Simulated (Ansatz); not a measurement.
**BH₇N₂Si: a ladder of functionals and wavefunction methods**

One table from this session's results is given with a row withheld; the runs are named, their logs left out.

Computed with Ansatz 0.2.0, Gaussian basis. Level: functionals in def2-TZVPP, the program's frozen cores in correlated methods.

Plan: LDA (SPW92), PBE-D4, revPBE-D4, BLYP-D4, r2SCAN-D4, B97M-V, PBE0-D4, B3LYP-D4, r2SCANh-D4, r2SCAN0-D4, HSE06-D4, BHLYP-D4, CAM-B3LYP-D4, LC-ωPBE, ωB97X-V, ωB97M-V, B2PLYP, PBE-QIDH; CCSD(T)/def2-SVP; CCSD(T)/def2-TZVPP; MP2/def2-QZVPP; extrapolation to the limit; RPA on PBE.

## The relaxed structure

The geometry comes from an earlier relaxation with PBE0-D4 in a triple-zeta def2 set; it is a stationary point, not always the lowest conformer.

SMILES `NB[SiH2]N`, 11 atoms, charge 0, spin multiplicity 1.

Atoms are counted from 1 here; the program's logs count them from 0.

Bond lengths: N1–B2 1.388 Å, N1–H5 1.007 Å, N1–H6 1.007 Å, B2–Si3 2.022 Å, B2–H7 1.202 Å, Si3–N4 1.737 Å, Si3–H8 1.493 Å, Si3–H9 1.499 Å, N4–H10 1.008 Å, N4–H11 1.008 Å. Angles: B2–N1–H5 123.6°, B2–N1–H6 123.1°, H5–N1–H6 113.2°, N1–B2–Si3 120.3°, N1–B2–H7 117.0°, Si3–B2–H7 122.7°, B2–Si3–N4 116.7°, B2–Si3–H8 110.1°, B2–Si3–H9 108.9°, N4–Si3–H8 105.5°, N4–Si3–H9 107.7°, H8–Si3–H9 107.6°, Si3–N4–H10 118.8°, Si3–N4–H11 117.6°, H10–N4–H11 109.8°.

The first run:

Input file in.yaml:

```yaml
crystal:
  periodic: [false, false, false]
  atoms:
    - {symbol: N, position_ang: [-0.533645, 1.758052, 1.082996]}
    - {symbol: B, position_ang: [0.015826, 1.132202, -0.026964]}
    - {symbol: Si, position_ang: [0.561278, -0.812458, 0.064211]}
    - {symbol: N, position_ang: [-0.097520, -1.864376, -1.150709]}
    - {symbol: H, position_ang: [-0.816927, 2.724803, 1.094844]}
    - {symbol: H, position_ang: [-0.679603, 1.290267, 1.963212]}
    - {symbol: H, position_ang: [0.136362, 1.793836, -1.023225]}
    - {symbol: H, position_ang: [2.043566, -0.936909, -0.062741]}
    - {symbol: H, position_ang: [0.174558, -1.363342, 1.403248]}
    - {symbol: H, position_ang: [-1.097680, -1.895231, -1.275080]}
    - {symbol: H, position_ang: [0.359284, -1.883745, -2.049291]}
basis:
  gaussian: {orbitals: def2-TZVPP}
hamiltonian: {xc: lda}
output: {orbitals: {seedname: orbitals}}
```

The run is started by

```sh
ansatz run in.yaml --threads 2 --pin off --events-out ev --progress --plain --max-ram 4352MiB
```

Among the steps run: LDA; PBE-D4 (GGA); revPBE-D4 (GGA); BLYP-D4 (GGA); r2SCAN-D4 (meta-GGA); B97M-V (meta-GGA); B3LYP-D4 (hybrid); r2SCANh-D4 (hybrid); r2SCAN0-D4 (hybrid); HSE06-D4 (hybrid); BHLYP-D4 (hybrid); CAM-B3LYP-D4 (range-separated); LC-ωPBE (range-separated); ωB97X-V (range-separated); ωB97M-V (range-separated); B2PLYP (double hybrid); PBE-QIDH (double hybrid).

One of the session's tables, all rows but one given; the rest of the session is left out.

It belongs to the step «Frontier levels by functional». 

```
  functional  HOMO (eV)  gap (eV)
 LDA (SPW92)      -5.41      3.71
      PBE-D4      -5.31      3.83
   revPBE-D4      -5.26      3.88
     BLYP-D4      -5.21      3.88
   r2SCAN-D4      -5.58      4.37
      B97M-V      -5.70      4.37
     PBE0-D4      -6.63      6.05
    B3LYP-D4      -6.43      5.65
  r2SCANh-D4      -6.07      5.18
  r2SCAN0-D4      -6.81      6.39
    HSE06-D4      -6.22      5.27
    BHLYP-D4      -7.88      8.25
CAM-B3LYP-D4      -8.02      8.50
     LC-ωPBE          ?         ?
     ωB97X-V      -9.01     10.52
     ωB97M-V      -8.86     10.11
```

Q: Estimate the row for LC-ωPBE from the others.

The run gave: HOMO (eV): -9.35; gap (eV): 10.99. In the column «HOMO (eV)» it is the lowest.
